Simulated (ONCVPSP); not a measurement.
**Zinc: generating and testing an ONCV potential**

Aim: build the potential from the settings below, then test how well it stands in for the atom: other configurations, scattering, ghost states and the plane-wave cutoff that it needs.

Program: ONCVPSP 4.0.1.1 (patched build). Reference atom: PBE, scalar-relativistic, spherical and spin-unpolarised. All values are calculated.

## Step 1: The design

The settings as typed:

* element: zinc (Zn, Z = 30)
* type: optimised norm-conserving Vanderbilt (ONCV)
* frozen core: [Ne] 3s2
* valence charge: 18
* reference configuration: 3p6 3d10 4s2
* partial waves: 4s: rc 2.10 bohr, ncon 4, nbas 9, qcut 3.7 1/bohr, 3 projectors, debl 2.2 Ha; 3p: rc 0.75 bohr, ncon 4, nbas 8, qcut 9 1/bohr, 2 projectors, debl 3.1 Ha; 3d: rc 0.70 bohr, ncon 4, nbas 8, qcut 13.9 1/bohr, local
* local potential: the d channel
* core correction: not asked for

## Step 2: Generating the potential

The input, Zn.dat:

```
# ATOM AND REFERENCE CONFIGURATION
# atsym  z   nc   nv     iexc    psfile
  Zn 30.00    4    3        4      upf
#
#   n    l    f
    1    0    2.00
    2    0    2.00
    2    1    6.00
    3    0    2.00
    3    1    6.00
    3    2   10.00
    4    0    2.00
#
# PSEUDOPOTENTIAL AND OPTIMIZATION
# lmax
    2
#
#   l,   rc,      ep,       ncon, nbas, qcut
    0    2.10    0.00    4    9    3.70
    1    0.75    0.00    4    8    9.00
    2    0.70    0.00    4    8   13.90
#
# LOCAL POTENTIAL
# lloc, lpopt,  rc(5),   dvloc0
    2    5    0.70    0.00
#
# VANDERBILT-KLEINMAN-BYLANDER PROJECTORs
# l, nproj, debl
    0    3    2.20
    1    2    3.10
    2    0    1.70
#
# MODEL CORE CHARGE
# icmod, fcfact, rcfact
    0    0.00    0.00
#
# LOG DERIVATIVE ANALYSIS
# epsh1, epsh2, depsh
   -5.00    5.00    0.04
#
# OUTPUT GRID
# rlmax, drl
    6.00    0.01
#
# TEST CONFIGURATIONS
# ncnf
    4
# nvcnf
#   n    l    f
    3
    3    1    6.00
    3    2   10.00
    4    0    1.00
#
    3
    3    1    6.00
    3    2   10.00
    4    0    0.00
#
    3
    3    1    6.00
    3    2    9.00
    4    0    0.00
#
    3
    3    1    5.00
    3    2   10.00
    4    0    2.00
#
```

Launch:

```console
$ oncvpsp.x < Zn.dat > Zn.out
```

Q: Predict the outcome of this session. Wanted: cutoffs for 1 and 0.1 mHa per electron, occupied waves; bound ghosts; GHOST(+) flags; largest test error; largest phase difference near zero energy, channels read.

As calculated:

| quantity | value |
| --- | --- |
| cutoffs for 1 and 0.1 mHa per electron, occupied waves | 451 Ha and 523 Ha |
| bound ghosts | s at -185.44 eV |
| GHOST(+) flags | p at 558 eV |
| largest test error (AE − PS) | -57 meV, for 3p5 3d10 4s2 |
| largest phase difference near zero energy, channels read | 0.001 rad |

**Reading.** A bound ghost (s) makes it unfit for use: electrons can fall into a state that the atom doesn't have. By total energies transferability is fair: the largest error is 57 meV on 92.0 eV, for 3p5 3d10 4s2. That test lies far up in energy; among those under 40 eV, nearer to bonding, the largest error is 39 meV. By its cutoff, 451 Ha for the looser tolerance, it is very hard. At the looser tolerance the 3d wave is the slowest; 3p needs 61 Ha. Near zero energy the phases of the channels with partial waves agree within 0.001 rad. The program also flags highly localised states, GHOST(+) (p).
